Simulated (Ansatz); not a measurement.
# H7NSeSi2: one species, many methods

An exercise on one series of results from a longer session: the logs are not shown, and one member is left open.

Method: functionals in def2-TZVPP, the program's frozen cores in correlated methods; program: Ansatz 0.2.0, Gaussian basis.

Plan: LDA (SPW92), PBE-D4, revPBE-D4, BLYP-D4, r2SCAN-D4, B97M-V, PBE0-D4, B3LYP-D4, r2SCANh-D4, r2SCAN0-D4, HSE06-D4, BHLYP-D4, CAM-B3LYP-D4, LC-ωPBE, ωB97X-V, ωB97M-V, B2PLYP, PBE-QIDH; CCSD(T)/def2-SVP; CCSD(T)/def2-TZVPP; MP2/def2-QZVPP; extrapolation to the limit; RPA on PBE.

### The relaxed structure

All runs share one geometry, relaxed beforehand with PBE0-D4 in a triple-zeta def2 set.

SMILES `N[SiH]([SiH3])[SeH]`, 11 atoms, charge 0, spin multiplicity 1.

Atoms are counted from 1 here; the program's logs count them from 0.

Bond lengths: N1–Si2 1.711 Å, N1–H5 1.006 Å, N1–H6 1.007 Å, Si2–Si3 2.339 Å, Si2–Se4 2.292 Å, Si2–H7 1.493 Å, Si3–H8 1.487 Å, Si3–H9 1.487 Å, Si3–H10 1.492 Å, Se4–H11 1.468 Å. Angles: Si2–N1–H5 121.7°, Si2–N1–H6 121.7°, H5–N1–H6 112.5°, N1–Si2–Si3 108.2°, N1–Si2–Se4 106.6°, N1–Si2–H7 116.3°, Si3–Si2–Se4 110.9°, Si3–Si2–H7 110.2°, Se4–Si2–H7 104.5°, Si2–Si3–H8 109.1°, Si2–Si3–H9 109.9°, Si2–Si3–H10 111.7°, H8–Si3–H9 109.2°, H8–Si3–H10 108.5°, H9–Si3–H10 108.4°, Si2–Se4–H11 92.7°.

The first run:

in.yaml

```yaml
crystal:
  periodic: [false, false, false]
  atoms:
    - {symbol: N, position_ang: [-0.740990, 1.579690, -0.578794]}
    - {symbol: Si, position_ang: [0.039708, 0.057861, -0.615538]}
    - {symbol: Si, position_ang: [0.706583, -0.475626, 1.561801]}
    - {symbol: Se, position_ang: [-1.503055, -1.450609, -1.390029]}
    - {symbol: H, position_ang: [-0.492895, 2.284299, 0.094893]}
    - {symbol: H, position_ang: [-1.184143, 1.966540, -1.396096]}
    - {symbol: H, position_ang: [1.193307, -0.071162, -1.554593]}
    - {symbol: H, position_ang: [1.487940, -1.740710, 1.536173]}
    - {symbol: H, position_ang: [-0.489431, -0.657954, 2.426777]}
    - {symbol: H, position_ang: [1.559226, 0.594024, 2.156402]}
    - {symbol: H, position_ang: [-0.510648, -2.143452, -2.220397]}
basis:
  gaussian: {orbitals: def2-TZVPP}
hamiltonian: {xc: lda}
output: {orbitals: {seedname: orbitals}}
```

Steps of the session up to this table: LDA; PBE-D4 (GGA); revPBE-D4 (GGA); BLYP-D4 (GGA); r2SCAN-D4 (meta-GGA); B97M-V (meta-GGA); PBE0-D4 (hybrid); B3LYP-D4 (hybrid); r2SCANh-D4 (hybrid); r2SCAN0-D4 (hybrid); HSE06-D4 (hybrid); BHLYP-D4 (hybrid); CAM-B3LYP-D4 (range-separated); LC-ωPBE (range-separated); ωB97X-V (range-separated); ωB97M-V (range-separated); B2PLYP (double hybrid); PBE-QIDH (double hybrid).

One table of the session follows, with a row left open; its other results are not shown here.

It belongs to the step «Orbital energies across the functionals». 

```
  functional  HOMO (eV)  gap (eV)
 LDA (SPW92)      -5.80      4.49
      PBE-D4      -5.68      4.56
   revPBE-D4      -5.63      4.60
     BLYP-D4      -5.52      4.55
   r2SCAN-D4      -5.94      5.08
      B97M-V      -6.05      5.04
     PBE0-D4      -6.79      6.49
    B3LYP-D4      -6.57      6.08
  r2SCANh-D4      -6.35      5.78
  r2SCAN0-D4      -6.96      6.82
    HSE06-D4      -6.40      5.73
    BHLYP-D4      -7.76      8.35
CAM-B3LYP-D4      -8.04      8.77
     LC-ωPBE          ?         ?
     ωB97X-V      -9.03     10.74
     ωB97M-V      -8.89     10.31
```

Estimate the missing values for LC-ωPBE.

**Answer.** HOMO (eV): -9.35; gap (eV): 11.19. In the column «HOMO (eV)» it is the lowest.
